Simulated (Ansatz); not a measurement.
**AlClH6Si2: geometry optimisation in Python**

The task is a geometry optimisation, for AlClH6Si2.

All numbers are computed with Ansatz 0.2.0 through its Python package. Level of theory: CAM-B3LYP/def2-SVP.

**1. The system**

Bond lengths: Al1–Si2 2.292 Å, Si2–Si3 2.209 Å, Si3–Cl4 2.134 Å, Al1–H5 1.639 Å, Al1–H6 1.648 Å, Si2–H7 1.476 Å, Si2–H8 1.438 Å, Si3–H9 1.509 Å, Si3–H10 1.508 Å. Angles (14 of 15 angles, heavy atoms first): Al1–Si2–Si3 108.5°, Si2–Si3–Cl4 111.7°, Al1–Si2–H7 110.1°, Al1–Si2–H8 110.9°, Si3–Si2–H7 108.6°, Si3–Si2–H8 108.5°, Si2–Al1–H5 122.0°, Si2–Al1–H6 121.7°, Si2–Si3–H9 111.5°, Si2–Si3–H10 110.1°, Cl4–Si3–H9 109.9°, Cl4–Si3–H10 107.0°, H7–Si2–H8 110.0°, H5–Al1–H6 116.2°.

No structure file is read: the coordinates are typed or built in the script.

**2. The code**

Contents of opt_alclh6si2.py:

```python
# -*- coding: utf-8 -*-
import ansatz
import numpy as np

GEOMETRY = '''
Al   -1.82070    0.41340   -0.84640
Si   -0.15290   -0.97840   -0.11630
Si    1.42530    0.24850    0.82280
Cl    2.30030    1.60750   -0.57070
H    -2.25020    0.50170   -2.42530
H    -2.63640    1.40470    0.18710
H     0.43470   -1.70860   -1.25650
H    -0.65110   -1.90900    0.86070
H     0.89890    1.00620    2.01630
H     2.53530   -0.63730    1.33120
'''

alclh6si2 = ansatz.Crystal.molecule()
for line in GEOMETRY.strip().splitlines():
    symbol, *xyz = line.split()
    alclh6si2 = alclh6si2.atom(symbol, [float(v) for v in xyz])

base = (
    alclh6si2.calculation()
    .basis(gaussian='def2-SVP')
    .functional('CAM-B3LYP')
)
symbols = [site.symbol for site in alclh6si2.cartesian_sites]
start = np.array([site.position_ang for site in alclh6si2.cartesian_sites], dtype=float)
def progress(event):
    if event['event'] == 'relax_step':
        row = event['data']
        print(f'step {row["step"]:3d}  E = {row["lagrangian_ev"]:.6f} eV  largest force component {row["allowed_force_max_ev_ang"]:.4f} eV/A')


r = base.relax(force_tolerance=0.02).session().plan().execute(on_event=progress).report
end = np.array(r['positions_ang'])

for key in ('converged', 'free_energy_ev', 'reference_energy_ev', 'n_frozen', 'n_occupied', 'n_virtual'):
    print(f'{key:22s} {r[key]}')

print('final positions (A) and the move of each atom')
for symbol, xyz, old in zip(symbols, end, start):
    print(f'{symbol:2s} {xyz[0]:10.5f} {xyz[1]:10.5f} {xyz[2]:10.5f}   {np.linalg.norm(xyz - old):7.4f}')

charges = r['charge_distribution']
print('dipole moment', round(4.803205 * float(np.linalg.norm(charges['dipole_moment_e_ang'])), 3), 'D')
print('Mulliken:', [(s, round(q, 3)) for s, q in zip(symbols, charges['mulliken_charges_e'])])
with open('alclh6si2_opt.xyz', 'w') as handle:
    handle.write(f'{len(symbols)}\nrelaxed AlClH6Si2\n')
    handle.writelines(f'{s:2s} {x:11.6f} {y:11.6f} {z:11.6f}\n' for s, (x, y, z) in zip(symbols, end))
```

**3. The run**

Started as:

```
$ python opt_alclh6si2.py
```

Q: Predict the main results. Wanted: total energy; dipole moment; moves of the relaxation; energy gained; last largest force component.

As calculated:

| quantity | value |
| --- | --- |
| total energy | -34962.8676 eV |
| dipole moment | 2.20 D |
| moves of the relaxation | 25 |
| energy gained | 0.640 eV |
| last largest force component | 0.0072 eV/Å |

In words: After 25 moves the largest shift is 1.776 Å, of atom 4 (Cl). So large a move can change the bonding: the results belong to the relaxed structure. What to keep in mind:
- The end point is the stationary point reached from this start; no frequency run checks that it is a minimum, and the basis set is modest.
- The bonding changed during the relaxation, so the end is another isomer than the start names.
